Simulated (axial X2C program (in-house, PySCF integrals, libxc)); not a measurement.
# HfSe⁺: from the state search to constants, part 1 of 2

What are the state, bond length, wavenumber and bond energy of HfSe⁺, and what does spin–orbit coupling change?

Program: an in-house X2C program for linear molecules on PySCF integrals. Level of theory: all-electron X2C, Hf dyall-cv3z, Se dyall-cv3z. These are calculated values, not measurements.

## Step 1: Input

task.json

```json
{
 "zs": [
  72,
  34
 ],
 "q": 1,
 "bas": [
  "dyall-cv3z",
  "dyall-cv3z"
 ],
 "levels": [
  "PBE0",
  "HF",
  "PBE50"
 ],
 "cc": true,
 "r0": 2.35,
 "thr": -1.0,
 "nmax": 90,
 "npts": 10,
 "nst": 2,
 "ntry": 6
}
```

Keys: zs atomic numbers; q charge; bas basis sets; levels methods (HF also brings MP2); cc coupled cluster on or off; r0 starting distance in Å; thr threshold in hartree for freezing inner shells (an s shell follows its p shell); nmax most natural virtual spinors; npts points asked for on the curve; nst determinants followed; ntry starts of the search.

Launch:

```
$ python so2c.py task.json out
```

Spin-free means the one-electron spin-free X2C Hamiltonian; two-component (2c) means X2C with spin–orbit coupling and atomic mean-field two-electron Coulomb and Gaunt terms. Basis: Hf dyall-cv3z contracted to [13s14p9d7f4g], Se dyall-cv3z contracted to [8s9p6d4f1g]; Gaussian nuclei, density fitting. Masses: Hf 179.947 u, Se 79.917 u.

Notation: σ, π±, δ± give the projection m of an orbital's angular momentum (0, ±1, ±2), α and β its spin, Λ and M_S the sums; ω is the projection of a spinor's total angular momentum and Ω the sum. Logs are in hartree.

The results follow Hamiltonian by Hamiltonian and level by level.

## Step 2: Which state to follow

PBE0 moves the distance from 2.350 Å to 2.248 Å and compares determinants there.

Spin-free determinants:

```
ΔE (eV)             state                                   open shells
   0.00  M_S = 1/2, Λ = 0                      beyond closed shells: σα
   0.86  M_S = 1/2, Λ = 2                     beyond closed shells: δ+α
   1.98  M_S = 1/2, Λ = 1           beyond closed shells: π+α, π+β, π-α
   2.06  M_S = 3/2, Λ = 3  beyond closed shells: σα, π+α, π+β, π-α, δ+α
   2.06  M_S = 3/2, Λ = 1  beyond closed shells: σα, π+α, π-α, π-β, δ+α
   2.15  M_S = 1/2, Λ = 1  beyond closed shells: σα, π+β, π-α, π-β, δ+α
```

Two-component determinants:

```
ΔE (eV)    state                                      open shells
   0.00  Ω = 1/2                    excess of +ω over −ω: ω = 1/2
   0.68  Ω = 3/2                    excess of +ω over −ω: ω = 3/2
   1.04  Ω = 5/2                    excess of +ω over −ω: ω = 5/2
   1.82  Ω = 5/2      excess of +ω over −ω: ω = -1/2, 2 × ω = 3/2
   1.86  Ω = 3/2                    excess of +ω over −ω: ω = 3/2
   2.09  Ω = 1/2      excess of +ω over −ω: 2 × ω = -1/2, ω = 3/2
   2.11  Ω = 9/2  excess of +ω over −ω: ω = 1/2, ω = 3/2, ω = 5/2
```

## Step 3: PBE0, spin-free

State followed: M_S = 1/2, Λ = 0 (beyond closed shells: σα). The scan is laid around 2.248 Å, a first estimate of the minimum, and this SCF restarts from the orbitals of the search.

Output at 2.248 Å:

```text
spin-free X2C-1e  PBE0
basis functions 287  fitting functions 1503  grid points 5800
iter        total energy     max residual
   1     -17508.064363048     1.17e-05
   2     -17508.064363027     3.39e-05
   3     -17508.064363064     5.19e-06
   4     -17508.064363066     3.19e-06
   5     -17508.064363069     2.97e-06
   6     -17508.064363070     1.22e-06
converged
one-electron -25204.42141984  Coulomb 7521.06801051  exact exchange -98.61060911  xc functional -302.35737858  nuclear repulsion 576.25703396
```

Along the bond, energies from the lowest point:

```
R (Å)  E (eV)  μ (D)  HOMO (eV)  LUMO (eV)  iterations
1.956  1.7782  -4.18     -11.66      -8.75          13
2.046  0.7396  -4.52     -11.71      -8.79          13
2.113  0.2932  -4.75     -11.74      -8.83          13
2.181  0.0627  -4.97     -11.78      -8.87          13
2.248  0.0000  -5.17     -11.83      -8.91           6
2.327  0.0866  -5.39     -11.87      -8.97          15
2.405  0.2987  -5.57     -11.91      -9.01          16
2.506  0.6927  -5.75     -11.94      -9.11          17
2.630  1.2633  -5.73     -11.74      -9.15          18
2.810  2.0821  -5.27     -11.40      -9.01          19
```

Dipoles are positive if Se is the positive end and refer to the centre of mass.

Outer orbitals at the reference distance:

| symmetry | occupied | ε (eV) | atomic character |
| --- | --- | --- | --- |
| φ-α | yes | -28.34 | 100% Hf f |
| φ+α | yes | -28.34 | 100% Hf f |
| φ-β | yes | -28.32 | 100% Hf f |
| φ+β | yes | -28.32 | 100% Hf f |
| δ+α | yes | -28.14 | 100% Hf f |
| δ-α | yes | -28.14 | 100% Hf f |
| δ-β | yes | -28.11 | 100% Hf f |
| δ+β | yes | -28.11 | 100% Hf f |
| π+α | yes | -28.04 | 100% Hf f |
| π-α | yes | -28.04 | 100% Hf f |
| σα | yes | -28.04 | 100% Hf f |
| π+β | yes | -27.95 | 100% Hf f |
| π-β | yes | -27.95 | 100% Hf f |
| σβ | yes | -27.92 | 99% Hf f |
| σβ | yes | -23.74 | 66% Se s, 11% Hf d, 10% Hf p |
| σα | yes | -23.67 | 66% Se s, 12% Hf d, 10% Hf p |
| σα | yes | -13.60 | 63% Se p, 14% Hf s, 14% Hf d |
| σβ | yes | -13.48 | 65% Se p, 14% Hf d, 13% Hf s |
| π-α | yes | -12.80 | 54% Se p, 35% Hf d, 4% Hf p |
| π+α | yes | -12.80 | 54% Se p, 35% Hf d, 4% Hf p |
| π+β | yes | -12.79 | 58% Se p, 31% Hf d, 4% Hf f |
| π-β | yes | -12.79 | 58% Se p, 31% Hf d, 4% Hf f |
| σα | yes | -11.83 | 52% Hf s, 40% Hf d, 4% Se p |
| σβ | no | -8.91 | 59% Hf s, 30% Hf d, 5% Hf p |
| δ-α | no | -8.80 | 99% Hf d |
| δ+α | no | -8.80 | 99% Hf d |
| δ-β | no | -7.94 | 99% Hf d |

PBE0 fields in the half plane through the axis: z from -2.4 to 4.5 Å across, distance from the axis 0.15 to 2.25 Å upwards; Hf lies at z = 0 and Se at z = 2.248 Å; the ELF is damped to zero where the density is low.

log10 density (e/bohr³). Ten even steps from ' ' (-4.65 ) to '@' (1.78 ):
```
    ....::::::::::::::::::::::::::::::....      
  ....::::::------------------------::::::....  
....::::::------------------====--------::::..  
....::::----==========================----::....
..::::----====++++++======++++++++++====----::..
..::----====++******++++++++++++++++++====--::..
..::----==++**######**++++++**####**++++==--::::
::::--====++##%%@@%%##**++**##@@@@##**++==----::
```

ELF. Ten even steps from '0' (0.00 ) to '9' (0.86 ):
```
000134544321111111000000
000257655433344433210000
001345543334666665532000
001222222124788888764200
001111123214899889987410
001112466533786347998630
011124744453761442799741
011136663653644664499851
```

Re = 2.244 Å, ωe = 374 cm⁻¹, ωexe = 0.512 cm⁻¹, Be = 0.06048 cm⁻¹, De = 4.85 eV, μ = -5.16 D.

## Step 4: HF, spin-free

The SCF at the reference distance of 2.248 Å:

```text
spin-free X2C-1e  HF
basis functions 287  fitting functions 1503  grid points 5800
iter        total energy     max residual
   1     -17501.538811809     8.02e-01
   2     -17501.596253721     3.11e-02
   3     -17501.596983581     3.74e-02
   4     -17501.602382986     1.51e-03
   5     -17501.602515979     1.75e-03
   6     -17501.602604589     5.17e-04
   7     -17501.602663331     4.98e-04
   8     -17501.602716976     4.06e-04
   9     -17501.602785923     4.08e-04
  10     -17501.602886689     3.34e-04
  11     -17501.602994030     2.26e-04
  12     -17501.603059226     1.56e-04
  13     -17501.603072288     9.38e-05
  14     -17501.603075534     6.92e-05
  15     -17501.603076909     3.78e-05
  16     -17501.603077186     1.88e-05
  17     -17501.603077242     1.10e-05
  18     -17501.603077257     5.83e-06
  19     -17501.603077261     2.23e-06
  20     -17501.603077262     1.40e-06
converged
one-electron -25206.29060525  Coulomb 7523.18810114  exact exchange -394.75760710  xc functional 0.00000000  nuclear repulsion 576.25703396
```

No constants are quoted: the dipole of the solution doesn't run smoothly along the scan, a sign that its character may change, so the fit is set aside.

## Step 5: PBE50, spin-free

The SCF at the reference distance of 2.248 Å:

```text
spin-free X2C-1e  PBE50
basis functions 287  fitting functions 1503  grid points 5800
iter        total energy     max residual
   1     -17507.854351661     2.67e-01
   2     -17507.860221540     1.82e-02
   3     -17507.857577124     2.85e-02
   4     -17507.862258408     1.37e-03
   5     -17507.862202610     1.21e-03
   6     -17507.862294818     2.29e-04
   7     -17507.862296817     1.26e-04
   8     -17507.862298097     6.45e-05
   9     -17507.862299171     3.50e-05
  10     -17507.862299708     2.66e-05
  11     -17507.862300002     1.41e-05
  12     -17507.862300071     6.44e-06
  13     -17507.862300088     2.91e-06
  14     -17507.862300090     1.33e-06
converged
one-electron -25206.19953025  Coulomb 7522.94639237  exact exchange -197.28966832  xc functional -203.57652784  nuclear repulsion 576.25703396
```

Re = 2.227 Å, ωe = 392 cm⁻¹, ωexe = 0.622 cm⁻¹, Be = 0.06144 cm⁻¹, De = 4.41 eV, μ = -5.78 D.

## Step 6: Correlated methods, spin-free

Correlated methods: 9 electrons correlated (frozen shells, counted by type: Hf 5 s, 4 p, 2 d, 1 f; Se 3 s, 2 p, 1 d), 333 virtual spinors in MP2, 90 natural virtuals in coupled cluster.

Output of the correlated part at 2.248 Å:

```text
correlated 9  virtual 333  natural virtual 90  E(MP2) -0.221857977  MP2 remainder -0.006372763
iter   CCSD correlation   residual
   1     -0.210795698   1.81e-01
   2     -0.219462887   1.02e-01
   3     -0.222871704   3.50e-02
   4     -0.223478292   1.69e-02
   5     -0.223864448   9.15e-03
   6     -0.224008515   4.18e-03
   7     -0.224063698   1.83e-03
   8     -0.224089033   5.98e-04
   9     -0.224084301   2.43e-04
  10     -0.224086929   9.64e-05
  11     -0.224084943   3.96e-05
  12     -0.224085100   1.60e-05
  13     -0.224085061   6.67e-06
  14     -0.224085017   3.12e-06
  15     -0.224085012   1.63e-06
(T) -0.017648071  T1 0.0586  D1 0.1057  max T2 0.061
```

T1 in the output is the amplitude norm over the root of the electron number; divide by √2 for the Lee–Taylor value.

MP2: No constants are quoted: the dipole of the HF reference doesn't run smoothly along the scan, a sign that its character may change, so the fit is set aside.

CCSD: No constants are quoted: the dipole of the HF reference doesn't run smoothly along the scan, a sign that its character may change, so the fit is set aside.

CCSD(T): No constants are quoted: the dipole of the HF reference doesn't run smoothly along the scan, a sign that its character may change, so the fit is set aside.

## Step 7: A higher determinant, spin-free

State: M_S = 1/2, Λ = 2 (beyond closed shells: δ+α).

Output at the reference distance:

```text
spin-free X2C-1e  PBE0
basis functions 287  fitting functions 1503  grid points 5800
iter        total energy     max residual
   1     -17508.032753701     1.40e-05
   2     -17508.032753644     3.58e-05
   3     -17508.032753714     5.99e-06
   4     -17508.032753715     2.66e-06
converged
one-electron -25208.06235411  Coulomb 7524.82085643  exact exchange -98.63360338  xc functional -302.41468661  nuclear repulsion 576.25703396
```

| R (Å) | E above the lowest PBE0 point (eV) |
| --- | --- |
| 1.956 | 2.862 |
| 2.046 | 1.759 |
| 2.113 | 1.260 |
| 2.181 | 0.976 |
| 2.248 | 0.860 |
| 2.327 | 0.885 |
| 2.405 | 1.037 |
| 2.506 | 1.355 |
| 2.630 | 1.847 |

Re = 2.273 Å, ωe = 354 cm⁻¹, ωexe = 0.596 cm⁻¹, Be = 0.05894 cm⁻¹, μ = -6.26 D. Te = 0.85 eV. As a difference of two determinants it need not be a gap between pure terms.

## Step 8: The spin-free curves together

Energy (eV) of the followed determinant, spin-free, from each level's lowest point:

```csv
R (Å),PBE0,HF (dipole not smooth),MP2 (HF's dipole not smooth),CCSD (HF's dipole not smooth),CCSD(T) (HF's dipole not smooth),PBE50
1.956,1.778,1.977,2.084,n/a,n/a,1.656
2.046,0.740,0.843,0.902,0.937,1.010,0.647
2.113,0.293,0.348,0.365,0.410,0.458,0.228
2.181,0.063,0.085,0.068,0.112,0.135,0.028
2.248,0.000,0.000,0.000,0.000,0.000,0.000
2.327,0.087,0.052,0.252,0.057,0.052,0.130
2.405,0.299,0.189,0.746,0.258,0.273,0.386
2.506,0.693,0.403,1.456,0.636,0.679,0.822
2.630,1.263,0.660,2.221,n/a,n/a,1.399
2.810,2.082,0.972,3.046,n/a,n/a,2.173
```

(Continued in part 2 of 2.)
